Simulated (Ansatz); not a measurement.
# CH4F2OSi2: the cost of one run

Method: functionals in def2-TZVPP, the program's frozen cores in correlated methods; program: Ansatz 0.2.0, Gaussian basis.

Levels to be run: PBE-D4, r2SCAN-D4, PBE0-D4, B3LYP-D4, ωB97X-V, ωB97M-V, B2PLYP; CCSD(T)/def2-TZVPP; MP2/def2-QZVPP; extrapolation to the limit.

## (1) The geometry

An earlier PBE0-D4 in a triple-zeta def2 set relaxation fixed the geometry.

SMILES `O=C([SiH3])[SiH](F)F`, 10 atoms, charge 0, spin multiplicity 1.

Atoms are counted from 1 here; the program's logs count them from 0.

Bond lengths: O1–C2 1.216 Å, C2–Si3 1.939 Å, C2–Si4 1.922 Å, Si3–H7 1.486 Å, Si3–H8 1.482 Å, Si3–H9 1.486 Å, Si4–F5 1.589 Å, Si4–F6 1.587 Å, Si4–H10 1.474 Å. Angles: O1–C2–Si3 120.8°, O1–C2–Si4 116.1°, Si3–C2–Si4 123.1°, C2–Si3–H7 108.5°, C2–Si3–H8 109.1°, C2–Si3–H9 107.1°, H7–Si3–H8 111.8°, H7–Si3–H9 109.0°, H8–Si3–H9 111.2°, C2–Si4–F5 108.9°, C2–Si4–F6 108.1°, C2–Si4–H10 112.8°, F5–Si4–F6 107.3°, F5–Si4–H10 110.1°, F6–Si4–H10 109.5°.

## (2) PBE-D4 (GGA)

in.yaml reads:

```yaml
crystal:
  periodic: [false, false, false]
  atoms:
    - {symbol: O, position_ang: [-1.142448, -1.394801, 0.849308]}
    - {symbol: C, position_ang: [-0.439735, -0.560983, 0.311827]}
    - {symbol: Si, position_ang: [0.130069, -0.781639, -1.528445]}
    - {symbol: Si, position_ang: [0.057713, 0.949179, 1.391231]}
    - {symbol: F, position_ang: [1.559688, 1.345679, 1.059171]}
    - {symbol: F, position_ang: [-0.857456, 2.177030, 0.974717]}
    - {symbol: H, position_ang: [0.051191, 0.538014, -2.206977]}
    - {symbol: H, position_ang: [-0.732823, -1.790301, -2.186594]}
    - {symbol: H, position_ang: [1.548069, -1.225161, -1.495806]}
    - {symbol: H, position_ang: [-0.091168, 0.691882, 2.834568]}
basis:
  gaussian: {orbitals: def2-TZVPP}
hamiltonian: {xc: pbe, dispersion: d4}
output: {forces: true, orbitals: {seedname: orbitals}}
```

Command:

```sh
$ ansatz run in.yaml --threads 4 --pin off --events-out ev --progress --plain --max-ram 10444MiB
```

**Question.** How long does this run take on 4 threads of Arm Neoverse V1, shared host, and how much memory does it need?

About 3.3 s, with a peak of 0.37 GiB.
